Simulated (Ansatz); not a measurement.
**SiH₃Cl + NH₃ + NH₃: a complex and its separated parts**

The complex below is one end of an elementary step. How strongly is it bound against its free parts?

Method: PBE0-D4/def2-TZVP structures, single points in def2-TZVPP, no counterpoise correction; program: Ansatz 0.2.0, Gaussian basis.

Levels: SPW92, PBE-D4, BLYP-D4, r2SCAN-D4, B97M-V, PBE0-D4, B3LYP-D4, r2SCAN0-D4, BHLYP-D4, CAM-B3LYP-D4, wB97X-V, wB97M-V, B2PLYP, PBE-QIDH, RPA on PBE, Hartree-Fock, MP2, CCSD, CCSD(T).

Correlated methods freeze the cores. B3LYP uses VWN-RPA correlation. B2PLYP carries no dispersion term here.

113 further runs of the same task are left out: 113 set aside as unsound or not needed.

## Step 1: Starting geometry

The complex: 13 atoms, charge 0, spin multiplicity 1.

Atoms are counted from 1 here; the program's logs count them from 0.

Bond lengths: Si1–H2 1.482 Å, Si1–H3 1.480 Å, Si1–H4 1.483 Å, Si1–Cl5 2.151 Å, H6–N7 1.029 Å, N7–H10 1.014 Å, N7–H11 1.014 Å, H8–N9 1.013 Å, N9–H12 1.013 Å, N9–H13 1.014 Å. Angles: H2–Si1–H3 118.5°, H2–Si1–H4 117.9°, H2–Si1–Cl5 97.5°, H3–Si1–H4 118.4°, H3–Si1–Cl5 98.1°, H4–Si1–Cl5 97.4°, H6–N7–H10 108.9°, H6–N7–H11 108.8°, H10–N7–H11 107.8°, H8–N9–H12 107.1°, H8–N9–H13 106.7°, H12–N9–H13 107.2°.

Geometry (Å):

| atom | x (Å) | y (Å) | z (Å) |
| --- | --- | --- | --- |
| Si1 | -1.5669 | -0.5811 | 0.3195 |
| H2 | -0.9456 | -1.1870 | -0.8820 |
| H3 | -1.8140 | -1.4431 | 1.4970 |
| H4 | -1.3814 | 0.8739 | 0.5376 |
| Cl5 | -3.5842 | -0.4960 | -0.4211 |
| H6 | 1.0722 | -0.0529 | 0.3884 |
| N7 | 0.5257 | -0.6328 | 1.0390 |
| H8 | 1.7134 | 0.6494 | -1.9995 |
| N9 | 1.5366 | 1.1677 | -1.1470 |
| H10 | 0.9089 | -1.5711 | 1.0442 |
| H11 | 0.6216 | -0.2541 | 1.9743 |
| H12 | 2.2583 | 1.8744 | -1.0722 |
| H13 | 0.6555 | 1.6526 | -1.2781 |

Its parts: SiH₃Cl holds atoms 1, 2, 3, 4, 5; NH₃ holds atoms 6, 7, 10, 11; NH₃ holds atoms 8, 9, 12, 13. Each part counts its atoms afresh in its own runs.

## Step 2: Relaxing SiH₃Cl alone

relax-a/in.yaml

```yaml
crystal:
  periodic: [false, false, false]
  atoms:
    - {symbol: Si, position_ang: [-1.566944, -0.581075, 0.319524]}
    - {symbol: H, position_ang: [-0.945628, -1.187047, -0.882029]}
    - {symbol: H, position_ang: [-1.814042, -1.443069, 1.496971]}
    - {symbol: H, position_ang: [-1.381369, 0.873900, 0.537625]}
    - {symbol: Cl, position_ang: [-3.584206, -0.495954, -0.421061]}
basis:
  gaussian: {orbitals: def2-TZVP}
hamiltonian: {xc: pbe0, dispersion: d4}
relax: {f_tol: 0.005, max_steps: 200}
```

On the command line:

```
> ansatz run in.yaml --threads 8 --pin off --events-out ev --progress --plain --max-ram 19148MiB
```

Output (excerpt; [...] marks lines left out):

```text
Functional definition: PBE0
  name "PBE0"
  cite "Adamo & Barone, J. Chem. Phys. 110, 6158 (1999) doi:10.1063/1.478522"
  cite "Perdew, Burke & Ernzerhof, Phys. Rev. Lett. 77, 3865 (1996) doi:10.1103/PhysRevLett.77.3865"
  parent pbe
[...]
668 factors; their error is unknown
[...]
mean field -20442.98011467 eV, -751.2656624646 hartree, gradient 7.3e-5 eV, S^2 0.000000; 0 other end points of the search recorded, 0 dependent functions left out
[...]
reference -20442.98014183 eV, -751.2656634625 hartree; 17, 17 occupied and 75, 75 virtual orbitals, 668 factors
[...]
reference -20443.33422358 eV, -751.2786757271 hartree; 17, 17 occupied and 75, 75 virtual orbitals, 668 factors
Total energy: -20443.39654090 eV, -751.2809658464 hartree
Atom 0 at    -1.737827    -0.571385     0.254066 Å, force     0.000309    -0.000010     0.000112 eV/Å
Atom 1 at    -0.878654    -1.165836    -0.795235 Å, force    -0.000026     0.000003     0.000010 eV/Å
Atom 2 at    -1.713999    -1.407724     1.475766 Å, force    -0.000007     0.000011    -0.000021 eV/Å
Atom 3 at    -1.295338     0.807358     0.563672 Å, force    -0.000023    -0.000017    -0.000006 eV/Å
Atom 4 at    -3.666372    -0.495657    -0.447239 Å, force    -0.000252     0.000013    -0.000095 eV/Å
Dipole moment:     0.246231    -0.009670     0.089539 e Å
```

It took 2.3 s on 8 threads of Arm Neoverse V1, shared host.

The steps of the relaxation:

| step | energy from step 1 (eV) | largest force component (eV/Å) |
| --- | --- | --- |
| 1 | 0.0000 | 2.6020 |
| 2 | -0.3012 | 0.7794 |
| 3 | -0.3021 | 1.4339 |
| 4 | -0.3538 | 0.0285 |
| 5 | -0.3539 | 0.0065 |
| 6 | -0.3539 | 0.0003 |

Distances of close pairs at the start and the end, largest changes first:

| bond | before (Å) | after (Å) | change (Å) |
| --- | --- | --- | --- |
| Si1–Cl5 | 2.151 | 2.053 | -0.097 |
| Si1–H4 | 1.483 | 1.481 | -0.002 |
| Si1–H2 | 1.482 | 1.481 | -0.001 |
| Si1–H3 | 1.480 | 1.481 | +0.001 |

## Step 3: Relaxing NH₃ alone

relax-b/in.yaml

```yaml
crystal:
  periodic: [false, false, false]
  atoms:
    - {symbol: H, position_ang: [1.072219, -0.052904, 0.388418]}
    - {symbol: N, position_ang: [0.525673, -0.632820, 1.038995]}
    - {symbol: H, position_ang: [0.908924, -1.571097, 1.044247]}
    - {symbol: H, position_ang: [0.621572, -0.254065, 1.974254]}
basis:
  gaussian: {orbitals: def2-TZVP}
hamiltonian: {xc: pbe0, dispersion: d4}
relax: {f_tol: 0.005, max_steps: 200}
```

On the command line:

```
> ansatz run in.yaml --threads 8 --pin off --events-out ev --progress --plain --max-ram 19148MiB
```

Output (excerpt; [...] marks lines left out):

```text
[... 5 set-up lines as earlier in the session ...]
[...]
287 factors; their error is unknown
[...]
mean field -1537.78849947 eV, -56.5126850051 hartree, gradient 4.4e-6 eV, S^2 0.000000; 0 other end points of the search recorded, 0 dependent functions left out
[...]
Total energy: -1537.80844349 eV, -56.5134179342 hartree
Atom 0 at     1.071820    -0.067286     0.407918 Å, force     0.000004    -0.000405     0.000637 eV/Å
Atom 1 at     0.511217    -0.632136     1.034002 Å, force    -0.000134    -0.000454     0.000413 eV/Å
Atom 2 at     0.915670    -1.560419     1.039372 Å, force    -0.000016     0.000692    -0.000345 eV/Å
Atom 3 at     0.629682    -0.251044     1.964622 Å, force     0.000146     0.000166    -0.000704 eV/Å
Dipole moment:     0.338948     0.005532     0.096935 e Å
```

Wall time 0.65 s (8 threads of Arm Neoverse V1, shared host).

Step by step:

| step | energy from step 1 (eV) | largest force component (eV/Å) |
| --- | --- | --- |
| 1 | 0.0000 | 0.5589 |
| 2 | -0.0100 | 0.1150 |
| 3 | -0.0105 | 0.0970 |
| 4 | -0.0108 | 0.0007 |

Close pairs (by a distance rule), those that changed most:

| bond | before (Å) | after (Å) | change (Å) |
| --- | --- | --- | --- |
| H1–N2 | 1.029 | 1.013 | -0.016 |
| N2–H4 | 1.014 | 1.013 | -0.001 |
| N2–H3 | 1.014 | 1.013 | -0.001 |

## Step 4: Relaxing NH₃ alone

relax-c/in.yaml

```yaml
crystal:
  periodic: [false, false, false]
  atoms:
    - {symbol: H, position_ang: [1.713374, 0.649402, -1.999532]}
    - {symbol: N, position_ang: [1.536627, 1.167724, -1.147009]}
    - {symbol: H, position_ang: [2.258308, 1.874399, -1.072198]}
    - {symbol: H, position_ang: [0.655494, 1.652605, -1.278106]}
basis:
  gaussian: {orbitals: def2-TZVP}
hamiltonian: {xc: pbe0, dispersion: d4}
relax: {f_tol: 0.005, max_steps: 200}
```

On the command line:

```
> ansatz run in.yaml --threads 8 --pin off --events-out ev --progress --plain --max-ram 19148MiB
```

Output (excerpt; [...] marks lines left out):

```text
[... 5 set-up lines as earlier in the session ...]
[...]
287 factors; their error is unknown
[...]
mean field -1537.79915450 eV, -56.5130765703 hartree, gradient 7.1e-5 eV, S^2 0.000000; 0 other end points of the search recorded, 0 dependent functions left out
[...]
Total energy: -1537.80844307 eV, -56.5134179190 hartree
Atom 0 at     1.715059     0.649124    -1.999190 Å, force     0.000095    -0.001153     0.000102 eV/Å
Atom 1 at     1.535343     1.167510    -1.148132 Å, force    -0.000134     0.001673    -0.001881 eV/Å
Atom 2 at     2.256970     1.873849    -1.072842 Å, force     0.000564    -0.000097     0.000984 eV/Å
Atom 3 at     0.656432     1.653647    -1.276681 Å, force    -0.000525    -0.000423     0.000795 eV/Å
Dipole moment:     0.007016     0.210824    -0.282832 e Å
```

Wall time 0.5 s (8 threads of Arm Neoverse V1, shared host).

Relaxation path:

| step | energy from step 1 (eV) | largest force component (eV/Å) |
| --- | --- | --- |
| 1 | 0.0000 | 0.0733 |
| 2 | -0.0001 | 0.0275 |
| 3 | -0.0002 | 0.0019 |

Close pairs (by a distance rule), those that changed most:

| bond | before (Å) | after (Å) | change (Å) |
| --- | --- | --- | --- |
| N2–H4 | 1.014 | 1.013 | -0.002 |
| H1–N2 | 1.013 | 1.013 | -0.001 |
| N2–H3 | 1.013 | 1.013 | -0.000 |

## Step 5: SPW92/def2-TZVPP

parta/in.yaml

```yaml
crystal:
  periodic: [false, false, false]
  atoms:
    - {symbol: Si, position_ang: [-1.737827, -0.571385, 0.254066]}
    - {symbol: H, position_ang: [-0.878654, -1.165836, -0.795235]}
    - {symbol: H, position_ang: [-1.713999, -1.407724, 1.475766]}
    - {symbol: H, position_ang: [-1.295338, 0.807358, 0.563672]}
    - {symbol: Cl, position_ang: [-3.666372, -0.495657, -0.447239]}
basis:
  gaussian: {orbitals: def2-TZVPP}
hamiltonian: {xc: lda}
```

partb/in.yaml

```yaml
crystal:
  periodic: [false, false, false]
  atoms:
    - {symbol: H, position_ang: [1.071820, -0.067286, 0.407918]}
    - {symbol: N, position_ang: [0.511217, -0.632136, 1.034002]}
    - {symbol: H, position_ang: [0.915670, -1.560419, 1.039372]}
    - {symbol: H, position_ang: [0.629682, -0.251044, 1.964622]}
basis:
  gaussian: {orbitals: def2-TZVPP}
hamiltonian: {xc: lda}
```

partc/in.yaml

```yaml
crystal:
  periodic: [false, false, false]
  atoms:
    - {symbol: H, position_ang: [1.715059, 0.649124, -1.999190]}
    - {symbol: N, position_ang: [1.535343, 1.167510, -1.148132]}
    - {symbol: H, position_ang: [2.256970, 1.873849, -1.072842]}
    - {symbol: H, position_ang: [0.656432, 1.653647, -1.276681]}
basis:
  gaussian: {orbitals: def2-TZVPP}
hamiltonian: {xc: lda}
```

The same command starts each run, in its folder.

On the command line:

```
> ansatz run in.yaml --threads 8 --pin off --events-out ev --progress --plain --max-ram 19148MiB
```

Log of parta (excerpt; [...] marks lines left out):

```text
Functional definition: SPW92
  name "SPW92"
  cite "Dirac, Proc. Camb. Phil. Soc. 26, 376 (1930) doi:10.1017/S0305004100016108"
  cite "Slater, Phys. Rev. 81, 385 (1951) doi:10.1103/PhysRev.81.385"
  cite "Perdew & Wang, Phys. Rev. B 45, 13244 (1992) doi:10.1103/PhysRevB.45.13244"
[...]
759 factors; their error is unknown
[...]
mean field -20377.82344608 eV, -748.8711990587 hartree, gradient 3.4e-5 eV, S^2 0.000000; 0 other end points of the search recorded, 0 dependent functions left out
reference -20377.82347829 eV, -748.8712002424 hartree; 17, 17 occupied and 109, 109 virtual orbitals, 759 factors
Total energy: -20377.82347829 eV, -748.8712002424 hartree
```

Log of partb (excerpt; [...] marks lines left out):

```text
[... 5 set-up lines as earlier in the session ...]
[...]
332 factors; their error is unknown
[...]
mean field -1526.58940129 eV, -56.1011257380 hartree, gradient 8.6e-5 eV, S^2 0.000000; 0 other end points of the search recorded, 0 dependent functions left out
reference -1526.58942069 eV, -56.1011264509 hartree; 5, 5 occupied and 68, 68 virtual orbitals, 332 factors
Total energy: -1526.58942069 eV, -56.1011264509 hartree
```

Log of partc (excerpt; [...] marks lines left out):

```text
[... 5 set-up lines as earlier in the session ...]
[...]
332 factors; their error is unknown
[...]
mean field -1526.58937308 eV, -56.1011247012 hartree, gradient 8.6e-5 eV, S^2 0.000000; 0 other end points of the search recorded, 0 dependent functions left out
reference -1526.58939248 eV, -56.1011254141 hartree; 5, 5 occupied and 68, 68 virtual orbitals, 332 factors
Total energy: -1526.58939248 eV, -56.1011254141 hartree
```

They took 0.25 s (parta), 0.15 s (partb), 0.15 s (partc) on 8 threads of Arm Neoverse V1, shared host.

## Step 6: PBE-D4/def2-TZVPP

Each input of step 5 (parta, partb, partc) changes in the same lines:

```diff
-hamiltonian: {xc: lda}
+hamiltonian: {xc: pbe, dispersion: d4}
```

The same command starts each run, in its folder.

On the command line:

```
> ansatz run in.yaml --threads 8 --pin off --events-out ev --progress --plain --max-ram 19148MiB
```

Log of parta (excerpt; [...] marks lines left out):

```text
Functional definition: PBE
  name "PBE"
[... 2 set-up lines as earlier in the session ...]
[...]
759 factors; their error is unknown
[...]
mean field -20441.42555359 eV, -751.2085333984 hartree, gradient 1.8e-5 eV, S^2 0.000000; 0 other end points of the search recorded, 0 dependent functions left out
reference -20441.42558788 eV, -751.2085346585 hartree; 17, 17 occupied and 109, 109 virtual orbitals, 759 factors
Total energy: -20441.50054640 eV, -751.2112893335 hartree
```

partb printed (excerpt; [...] marks lines left out):

```text
[... 4 set-up lines as earlier in the session ...]
[...]
332 factors; their error is unknown
[...]
mean field -1537.73153216 eV, -56.5105914949 hartree, gradient 6.0e-5 eV, S^2 0.000000; 0 other end points of the search recorded, 0 dependent functions left out
reference -1537.73155250 eV, -56.5105922427 hartree; 5, 5 occupied and 68, 68 virtual orbitals, 332 factors
Total energy: -1537.74293043 eV, -56.5110103738 hartree
```

Output in partc (excerpt; [...] marks lines left out):

```text
[... 4 set-up lines as earlier in the session ...]
[...]
332 factors; their error is unknown
[...]
mean field -1537.73156780 eV, -56.5105928046 hartree, gradient 5.9e-5 eV, S^2 0.000000; 0 other end points of the search recorded, 0 dependent functions left out
reference -1537.73158814 eV, -56.5105935523 hartree; 5, 5 occupied and 68, 68 virtual orbitals, 332 factors
Total energy: -1537.74296658 eV, -56.5110117021 hartree
```

Wall times: 0.35 s (parta), 0.15 s (partb), 0.15 s (partc) on 8 threads of Arm Neoverse V1, shared host.

## Step 7: BLYP-D4/def2-TZVPP

The same edit goes into each in.yaml of step 6 (parta, partb, partc):

```diff
-hamiltonian: {xc: pbe, dispersion: d4}
+hamiltonian: {xc: {name: BLYP}, dispersion: d4}
```

One command serves all of them, each in its own folder.

On the command line:

```
> ansatz run in.yaml --threads 8 --pin off --events-out ev --progress --plain --max-ram 19148MiB
```

parta printed (excerpt; [...] marks lines left out):

```text
Functional definition: BLYP
  name "BLYP"
  cite "Becke, Phys. Rev. A 38, 3098 (1988) doi:10.1103/PhysRevA.38.3098"
  cite "Lee, Yang & Parr, Phys. Rev. B 37, 785 (1988) doi:10.1103/PhysRevB.37.785"
[...]
759 factors; their error is unknown
[...]
mean field -20450.55191612 eV, -751.5439210356 hartree, gradient 4.0e-5 eV, S^2 0.000000; 0 other end points of the search recorded, 0 dependent functions left out
reference -20450.55221520 eV, -751.5439320266 hartree; 17, 17 occupied and 109, 109 virtual orbitals, 759 factors
Total energy: -20450.72014469 eV, -751.5501033213 hartree
```

partb printed (excerpt; [...] marks lines left out):

```text
[... 4 set-up lines as earlier in the session ...]
[...]
332 factors; their error is unknown
[...]
mean field -1539.10792425 eV, -56.5611729715 hartree, gradient 5.7e-5 eV, S^2 0.000000; 0 other end points of the search recorded, 0 dependent functions left out
reference -1539.10810983 eV, -56.5611797914 hartree; 5, 5 occupied and 68, 68 virtual orbitals, 332 factors
Total energy: -1539.13555912 eV, -56.5621885343 hartree
```

Log of partc (excerpt; [...] marks lines left out):

```text
[... 4 set-up lines as earlier in the session ...]
[...]
332 factors; their error is unknown
[...]
mean field -1539.10794190 eV, -56.5611736199 hartree, gradient 5.5e-5 eV, S^2 0.000000; 0 other end points of the search recorded, 0 dependent functions left out
reference -1539.10812746 eV, -56.5611804392 hartree; 5, 5 occupied and 68, 68 virtual orbitals, 332 factors
Total energy: -1539.13557799 eV, -56.5621892276 hartree
```

Wall times: 0.35 s (parta), 0.15 s (partb), 0.15 s (partc) on 8 threads of Arm Neoverse V1, shared host.

## Step 8: r2SCAN-D4/def2-TZVPP

The same edit goes into each in.yaml of step 7 (parta, partb, partc):

```diff
-hamiltonian: {xc: {name: BLYP}, dispersion: d4}
+hamiltonian: {xc: r2scan, dispersion: d4}
```

One command serves all of them, each in its own folder.

On the command line:

```
> ansatz run in.yaml --threads 8 --pin off --events-out ev --progress --plain --max-ram 19148MiB
```

parta printed (excerpt; [...] marks lines left out):

```text
Functional definition: r2SCAN
  name "r2SCAN"
  cite "Furness, Kaplan, Ning, Perdew & Sun, J. Phys. Chem. Lett. 11, 8208 (2020) doi:10.1021/acs.jpclett.0c02405"
  cite "Furness, Kaplan, Ning, Perdew & Sun, J. Phys. Chem. Lett. 11, 9248 (2020) doi:10.1021/acs.jpclett.0c03077"
  parent r2scan
[...]
759 factors; their error is unknown
[...]
mean field -20449.27885469 eV, -751.4971368909 hartree, gradient 4.9e-5 eV, S^2 0.000000; 0 other end points of the search recorded, 0 dependent functions left out
reference -20449.27886456 eV, -751.4971372535 hartree; 17, 17 occupied and 109, 109 virtual orbitals, 759 factors
Total energy: -20449.29514962 eV, -751.4977357186 hartree
```

Output in partb (excerpt; [...] marks lines left out):

```text
[... 5 set-up lines as earlier in the session ...]
[...]
332 factors; their error is unknown
[...]
mean field -1538.76469589 eV, -56.5485595618 hartree, gradient 3.1e-5 eV, S^2 0.000000; 0 other end points of the search recorded, 0 dependent functions left out
reference -1538.76470235 eV, -56.5485597991 hartree; 5, 5 occupied and 68, 68 virtual orbitals, 332 factors
Total energy: -1538.76741530 eV, -56.5486594982 hartree
```

partc printed (excerpt; [...] marks lines left out):

```text
[... 5 set-up lines as earlier in the session ...]
[...]
332 factors; their error is unknown
[...]
mean field -1538.76474300 eV, -56.5485612932 hartree, gradient 3.0e-5 eV, S^2 0.000000; 0 other end points of the search recorded, 0 dependent functions left out
reference -1538.76474946 eV, -56.5485615305 hartree; 5, 5 occupied and 68, 68 virtual orbitals, 332 factors
Total energy: -1538.76746253 eV, -56.5486612340 hartree
```

They took 0.85 s (parta), 0.5 s (partb), 0.45 s (partc) on 8 threads of Arm Neoverse V1, shared host.

## Step 9: B97M-V/def2-TZVPP

Each input of step 8 (parta, partb, partc) changes in the same lines:

```diff
-hamiltonian: {xc: r2scan, dispersion: d4}
+hamiltonian: {xc: {name: B97M-V}}
```

Each run has its own folder and the same command.

On the command line:

```
> ansatz run in.yaml --threads 8 --pin off --events-out ev --progress --plain --max-ram 19148MiB
```

Log of parta (excerpt; [...] marks lines left out):

```text
Functional definition: B97M-V
  name "B97M-V"
  cite "Mardirossian & Head-Gordon, J. Chem. Phys. 142, 074111 (2015) doi:10.1063/1.4907719"
  cite "Becke, J. Chem. Phys. 107, 8554 (1997) doi:10.1063/1.475007"
  cite "Vydrov & Van Voorhis, J. Chem. Phys. 133, 244103 (2010) doi:10.1063/1.3521275"
  # Of w^i u^j: cxij and so on, Table III.
[...]
  gx(w, u) = cx00 + cx01*u + cx02*u^2 + (cx10 + cx11*u)*w
[...]
  gos(w, u) = cos00 + cos01*u + cos03*u^3 + cos10*w + cos32*w^3*u^2
[...]
      + integral(e_c_pw_mod_opposite_spin*gos(b97_w_opposite, b97_u_opposite)) + vv10(b, c)
759 factors; their error is unknown
[...]
mean field -20445.62347803 eV, -751.3628042761 hartree, gradient 3.6e-5 eV, S^2 0.000000; 0 other end points of the search recorded, 0 dependent functions left out
reference -20445.62352820 eV, -751.3628061199 hartree; 17, 17 occupied and 109, 109 virtual orbitals, 759 factors
Total energy: -20445.62352820 eV, -751.3628061199 hartree
```

Log of partb (excerpt; [...] marks lines left out):

```text
[... 5 set-up lines as earlier in the session ...]
  # Of w^i u^j: cxij and so on, Table III.
[...]
  gx(w, u) = cx00 + cx01*u + cx02*u^2 + (cx10 + cx11*u)*w
[...]
  gos(w, u) = cos00 + cos01*u + cos03*u^3 + cos10*w + cos32*w^3*u^2
[...]
      + integral(e_c_pw_mod_opposite_spin*gos(b97_w_opposite, b97_u_opposite)) + vv10(b, c)
332 factors; their error is unknown
[...]
mean field -1539.38741634 eV, -56.5714441162 hartree, gradient 4.5e-5 eV, S^2 0.000000; 0 other end points of the search recorded, 0 dependent functions left out
reference -1539.38744916 eV, -56.5714453225 hartree; 5, 5 occupied and 68, 68 virtual orbitals, 332 factors
Total energy: -1539.38744916 eV, -56.5714453225 hartree
```

Output in partc (excerpt; [...] marks lines left out):

```text
[... 5 set-up lines as earlier in the session ...]
  # Of w^i u^j: cxij and so on, Table III.
[...]
  gx(w, u) = cx00 + cx01*u + cx02*u^2 + (cx10 + cx11*u)*w
[...]
  gos(w, u) = cos00 + cos01*u + cos03*u^3 + cos10*w + cos32*w^3*u^2
[...]
      + integral(e_c_pw_mod_opposite_spin*gos(b97_w_opposite, b97_u_opposite)) + vv10(b, c)
332 factors; their error is unknown
[...]
mean field -1539.38752239 eV, -56.5714480134 hartree, gradient 4.5e-5 eV, S^2 0.000000; 0 other end points of the search recorded, 0 dependent functions left out
reference -1539.38755521 eV, -56.5714492197 hartree; 5, 5 occupied and 68, 68 virtual orbitals, 332 factors
Total energy: -1539.38755521 eV, -56.5714492197 hartree
```

Wall times: 1.3 s (parta), 0.4 s (partb), 0.4 s (partc) on 8 threads of Arm Neoverse V1, shared host.

## Step 10: PBE0-D4/def2-TZVPP

The same edit goes into each in.yaml of step 9 (parta, partb, partc):

```diff
-hamiltonian: {xc: {name: B97M-V}}
+hamiltonian: {xc: pbe0, dispersion: d4}
+output: {orbitals: {seedname: orbitals}}
```

The same command starts each run, in its folder.

On the command line:

```
> ansatz run in.yaml --threads 8 --pin off --events-out ev --progress --plain --max-ram 19148MiB
```

parta printed (excerpt; [...] marks lines left out):

```text
[... 5 set-up lines as earlier in the session ...]
[...]
793 factors; their error is unknown
[...]
mean field -20443.34834796 eV, -751.2791947882 hartree, gradient 2.5e-5 eV, S^2 0.000000; 0 other end points of the search recorded, 0 dependent functions left out
reference -20443.34837393 eV, -751.2791957428 hartree; 17, 17 occupied and 109, 109 virtual orbitals, 793 factors
Total energy: -20443.41069125 eV, -751.2814858621 hartree
```

partb printed (excerpt; [...] marks lines left out):

```text
[... 5 set-up lines as earlier in the session ...]
[...]
332 factors; their error is unknown
[...]
mean field -1537.87183740 eV, -56.5157476173 hartree, gradient 9.2e-6 eV, S^2 0.000000; 0 other end points of the search recorded, 0 dependent functions left out
reference -1537.87185331 eV, -56.5157482022 hartree; 5, 5 occupied and 68, 68 virtual orbitals, 332 factors
Total energy: -1537.88096907 eV, -56.5160832000 hartree
```

Output in partc (excerpt; [...] marks lines left out):

```text
[... 5 set-up lines as earlier in the session ...]
[...]
332 factors; their error is unknown
[...]
mean field -1537.87185581 eV, -56.5157482941 hartree, gradient 7.0e-6 eV, S^2 0.000000; 0 other end points of the search recorded, 0 dependent functions left out
reference -1537.87187173 eV, -56.5157488789 hartree; 5, 5 occupied and 68, 68 virtual orbitals, 332 factors
Total energy: -1537.88098788 eV, -56.5160838914 hartree
```

They took 0.45 s (parta), 0.15 s (partb), 0.15 s (partc) on 8 threads of Arm Neoverse V1, shared host.

(Part 1 of 3 ends here.)
